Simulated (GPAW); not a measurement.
Crystal: Sn2PdAu.

```
Au Sn Pd
1.0
     4.16302    0.00000    0.00000
    -2.08151    3.60528    0.00000
     0.00000    0.00000    5.69830
Au Sn Pd
1 2 1
Direct
  0.00000 0.00000 0.50000
  0.66667 0.33333 0.76453
  0.33333 0.66667 0.23547
  0.00000 0.00000 0.00000
```

The cell comes from a database or a generator and needn't be the stable form of this composition.

```yaml
Program: GPAW 26.7.0
Task: single point
Functional: PBEsol
Potentials_or_basis: PAW data sets generated in the run's folder for this functional
Cutoff: 600 eV
Basis: pw
k_mesh: 7 × 7 × 5
Occupations: fermi-dirac, width 0.05 eV
Spin: no spin polarisation
```

On this cell: pressure -2.3 GPa; largest force 0.035 eV/Å; band gap on the k mesh none (metal or under the smearing width).

The same run follows on a disturbed copy (atoms moved at random, drawn with an rms of 0.05 Å):

```xyz
4
Lattice="4.1630 0.0000 0.0000 -2.0815 3.6053 0.0000 0.0000 0.0000 5.6983" Properties=species:S:1:pos:R:3 pbc="T T T"
Au   -0.0251    0.0036    2.8399
Sn    2.0446    1.2466    4.3560
Sn    0.0066    2.3838    1.3279
Pd    0.0267   -0.0036   -0.0134
```

Problem. What changes?

Solution. The energy (extrapolated to zero smearing) moves by +3.1 meV/atom; pressure -2.2 GPa; largest force 0.327 eV/Å; band gap on the k mesh none (metal or under the smearing width).

Forces on the atoms (eV/Å):
```
Au  -0.016  0.057 -0.018
Sn   0.200 -0.256 -0.038
Sn  -0.031  0.116 -0.004
Pd  -0.153  0.083  0.061
```

Stress tensor (GPa, compression positive):
```
-2.60  0.49 -0.09
 0.49 -1.04  0.15
-0.09  0.15 -2.98
```

Caveats: with this Au data set, volumes or pressures lay over 1.5 % or 2 GPa off other programs in two to four cells of ten.
